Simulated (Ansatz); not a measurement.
Here is an Ansatz input file for CH6BNSi, SMILES B[SiH2]N=C. Write the same calculation for the Python package.

```yaml
crystal:
  periodic: [false, false, false]
  atoms:
    - { symbol: B, position_ang: [-1.7761, 0.59, -0.9553] }
    - { symbol: Si, position_ang: [-0.3584, -0.4566, -0.3242] }
    - { symbol: "N", position_ang: [0.7359, 0.5643, 0.5953] }
    - { symbol: C, position_ang: [1.9032, 0.0882, 1.142] }
    - { symbol: H, position_ang: [-2.0199, 0.7262, -2.1449] }
    - { symbol: H, position_ang: [-2.5194, 1.2177, -0.1999] }
    - { symbol: H, position_ang: [0.3802, -1.0442, -1.4639] }
    - { symbol: H, position_ang: [-0.8407, -1.5069, 0.5312] }
    - { symbol: H, position_ang: [2.495, 0.7443, 1.7493] }
    - { symbol: H, position_ang: [2.0831, -0.9741, 1.0733] }
basis:
  gaussian:
    orbitals: def2-SVP
hamiltonian:
  xc: pbe0
```

Script `deck_ch6bnsi.py`:
```python
import ansatz as az

deck = {
    'crystal': {
        'periodic': [False, False, False],
        'atoms': [
            {'symbol': 'B', 'position_ang': [-1.7761, 0.59, -0.9553]},
            {'symbol': 'Si', 'position_ang': [-0.3584, -0.4566, -0.3242]},
            {'symbol': 'N', 'position_ang': [0.7359, 0.5643, 0.5953]},
            {'symbol': 'C', 'position_ang': [1.9032, 0.0882, 1.142]},
            {'symbol': 'H', 'position_ang': [-2.0199, 0.7262, -2.1449]},
            {'symbol': 'H', 'position_ang': [-2.5194, 1.2177, -0.1999]},
            {'symbol': 'H', 'position_ang': [0.3802, -1.0442, -1.4639]},
            {'symbol': 'H', 'position_ang': [-0.8407, -1.5069, 0.5312]},
            {'symbol': 'H', 'position_ang': [2.495, 0.7443, 1.7493]},
            {'symbol': 'H', 'position_ang': [2.0831, -0.9741, 1.0733]},
        ],
    },
    'basis': {'gaussian': {'orbitals': 'def2-SVP'}},
    'hamiltonian': {'xc': 'pbe0'},
}
session = az.Session.from_dict(deck)
r = session.plan(threads=1).execute().report

print('reference energy %16.6f eV' % r['reference_energy_ev'])
print('total energy     %16.6f eV' % r['free_energy_ev'])
print('occupied orbitals outside the frozen core (up, down):', r['n_occupied'], ' frozen:', r['n_frozen'], ' virtual:', r['n_virtual'])
symbols = ['B', 'Si', 'N', 'C', 'H', 'H', 'H', 'H', 'H', 'H']
state = r['mean_field']['state']
print(f'mean field: {state["energy"]["hartree"]:.7f} Ha, <S^2> = {abs(state["spin_squared"]):.4f}, stability: {state.get("stability", {}).get("kind")}')
```

Output of `python deck_ch6bnsi.py`:
```text
reference energy    -11163.589333 eV
total energy        -11163.589333 eV
occupied orbitals outside the frozen core (up, down): [19, 19]  frozen: 0  virtual: [71, 71]
mean field: -410.2543410 Ha, <S^2> = 0.0000, stability: minimum
```

Reading the output:
- These settings explore the input space; basis and method may be short of convergence.
- The geometry is a force-field or estimated start, not a minimum of this method, and the basis set is short of its limit.
- Run time: 3.8 s on 1 thread of Arm Neoverse N1 (shared host), peak memory 0.21 GiB.

(Lines on the test bed's own set-up are left out of the output.)
